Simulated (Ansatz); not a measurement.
# ZnO: the cost of one run

Program: Ansatz 0.2.0. Level of theory: DFT r2SCAN, scalar-relativistic, plane waves, PAW. These are calculated values, not measurements.

1 further run of the same task is left out (it didn't finish).

## Step 1: The system as given

The structure is hexagonal, space group P6_3mc (No. 186). Conventional cell: a = 3.249 Å, b = 3.249 Å, c = 5.204 Å, α = 90.00°, β = 90.00°, γ = 120.00°. Around Zn (site symmetry 3m) lie 4 O at 1.97 to 1.99 Å. Around O (site symmetry 3m) lie 4 Zn at 1.97 to 1.99 Å.

Structure file:

```
Zn O
1.0
     3.24940    0.00000    0.00000
    -1.62470    2.81406    0.00000
     0.00000    0.00000    5.20380
Zn O
2 2
Direct
  0.33333 0.66667 0.00000
  0.66667 0.33333 0.50000
  0.33333 0.66667 0.38210
  0.66667 0.33333 0.88210
```

The structure comes from the Crystallography Open Database.

## Step 2: Quick check of gap, pressure and forces

The input, input.yaml:

```yaml
crystal:
  lattice:
    - [3.2493987239, 0.0, 0.0]
    - [-1.6246993619, 2.8140618419, 0.0]
    - [0.0, 0.0, 5.2038]
  atoms:
    - { symbol: Zn, position: [0.3333333333, 0.6666666667, 0.0] }
    - { symbol: Zn, position: [0.6666666667, 0.3333333333, 0.5] }
    - { symbol: O, position: [0.3333333333, 0.6666666667, 0.3821] }
    - { symbol: O, position: [0.6666666667, 0.3333333333, 0.8821] }
basis:
  ecutwfc: 650.0
kpoints:
  mp_grid: { grid: [6, 6, 4] }
hamiltonian:
  xc: r2scan
scf:
  occupations: { method: gaussian, width: 0.1 }
output:
  forces: true
  stress: true
  eigenvalues: true
```

The run is started by

```sh
ansatz run input.yaml --threads 1 --pin off --max-ram 2560MiB --backend cpu --events-out ev --progress --plain --runs-dir out
```

Q: Estimate wall time and peak memory on 1 thread of Intel Xeon at 2.50GHz (Skylake/Cascade Lake), shared host.

About 18 s, with a peak of 0.49 GiB.
